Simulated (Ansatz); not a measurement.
# HfN (quartet): from Hartree-Fock to the top rungs, def2-TZVPP

One table from this session's results is given with a row withheld; the runs are named, their logs left out.

Computed with Ansatz 0.2.0, Gaussian basis. Level: def2-TZVPP, core rule «outside noble gas», up to 5 orbitals frozen.

The runs, in order: UHF; ROHF; CCSD(T) on UHF.

2 further runs of the same task are left out: 2 set aside as unsound or not needed.

## The system

The geometry is a PBE0/def2-TZVP stationary point (not a proven minimum) of the parent state, kept for this charge and spin. No spin-orbit coupling is included. Elements past krypton take def2 core potentials.

2 atoms, charge 0, spin multiplicity 4.

Atoms are counted from 1 here; the program's logs count them from 0.

Bond lengths: Hf1–N2 1.717 Å.

Set-up of the first run:

The input, in.yaml:

```yaml
crystal:
  periodic: [false, false, false]
  atoms:
    - {symbol: Hf, position_ang: [0.000000, 0.000000, 0.000000]}
    - {symbol: N, position_ang: [0.000000, 0.000000, 1.716545]}
basis:
  gaussian: {orbitals: def2-TZVPP}
magnetization: {spin_polarized: true, initial_magnetization: 3}
hamiltonian: {xc: hf}
output: {orbitals: {seedname: orbitals}}
```

On the command line:

```console
ansatz run in.yaml --threads 1 --pin off --events-out ev --progress --plain --max-ram 2816MiB --backend cpu
```

Among the steps run: UHF; ROHF; CCSD(T) on UHF.

One table of the session follows, with a row left open; its other results are not shown here.

| method | from UCCSD(T) (meV) |
| --- | --- |
| ROHF | +7362.1 |
| UHF | +7147.8 |
| UMP2 | +570.7 |
| UCCSD | ? |
| UCCSD(T) | 0 |

**Question.** Estimate the row for UCCSD.

**Answer.** from UCCSD(T) (meV): +412.7. In the column «from UCCSD(T) (meV)» it lies between UCCSD(T) (0) and UMP2 (+570.7).
